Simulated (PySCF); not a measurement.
**KBe: from the state search to spectroscopic constants**

An exercise on one series of results from a longer session: the logs are not shown, and one member is left open.

Method: K pcseg-2, Be pcseg-2, no relativity; program: PySCF 2.14.0.

Set-up of the first run:

Settings of the job:

```json
{
  "atoms": "K, Be",
  "charge": "0",
  "basis": "K pcseg-2, Be pcseg-2",
  "Hamiltonian": "no relativity",
  "basis functions": "48",
  "electrons treated": "23",
  "masses in u": "38.9637, 9.0122",
  "levels": "PBE0, PBE, r²SCAN, BP86, TPSSh, M06-L, HF, MP2, SCS-MP2, CCSD, CCSD(T)",
  "grid": "80 radial by 434 angular points",
  "occupations": "held fixed by the projection of orbital angular momentum",
  "dissociation limit": "K + Be, each in its ground configuration",
  "starting distance in angstrom": "2.905",
  "values of 2S to try": "1, 3"
}
```

Launch:

```sh
$ OMP_NUM_THREADS=1 python dia.py task.json out
```

Among the steps run: The job; The PBE0 curve of the state that the search chose; Other states along the same grid; PBE (GGA); r²SCAN (meta-GGA); BP86; TPSSh; M06-L; ROHF (mean field); MP2 and coupled cluster.

One of the session's tables, all rows but one given; the rest of the session is left out.

It belongs to the step «The curves together». Energy (eV) from each level's lowest point:

| R (Å) | ROHF | ROHF-MP2 | ROHF-SCS-MP2 | ROHF-CCSD | ROHF-CCSD(T) |
| --- | --- | --- | --- | --- | --- |
| 2.935 | 0.398 | 0.237 | 0.258 | n/a | n/a |
| 3.072 | 0.280 | 0.148 | 0.165 | 0.144 | 0.124 |
| 3.208 | ? | ? | ? | ? | ? |
| 3.311 | 0.149 | 0.060 | 0.073 | 0.058 | 0.044 |
| 3.413 | 0.113 | 0.039 | 0.050 | 0.038 | 0.026 |
| 3.515 | 0.085 | 0.024 | 0.033 | 0.024 | 0.014 |
| 3.652 | 0.058 | 0.012 | 0.019 | 0.012 | 0.005 |
| 3.823 | 0.034 | 0.004 | 0.008 | 0.004 | 0.001 |
| 4.027 | 0.015 | 0.000 | 0.002 | 0.000 | 0.000 |
| 4.300 | 0.000 | 0.000 | 0.000 | n/a | n/a |

**Question.** Estimate the row for R (Å) = 3.208.

Worked estimate for «ROHF». A straight line through the neighbours (3.072, 0.280) and (3.311, 0.149) gives 0.280 + (0.149 − 0.280) × (3.208 − 3.072) / (3.311 − 3.072) = 0.205; a parabola fitted to 4 rows on both sides gives 0.195.

**Answer.** ROHF: 0.195; ROHF-MP2: 0.089; ROHF-SCS-MP2: 0.104; ROHF-CCSD: 0.087; ROHF-CCSD(T): 0.070. In «ROHF» the line misses by +0.010 and the parabola by 0.000.
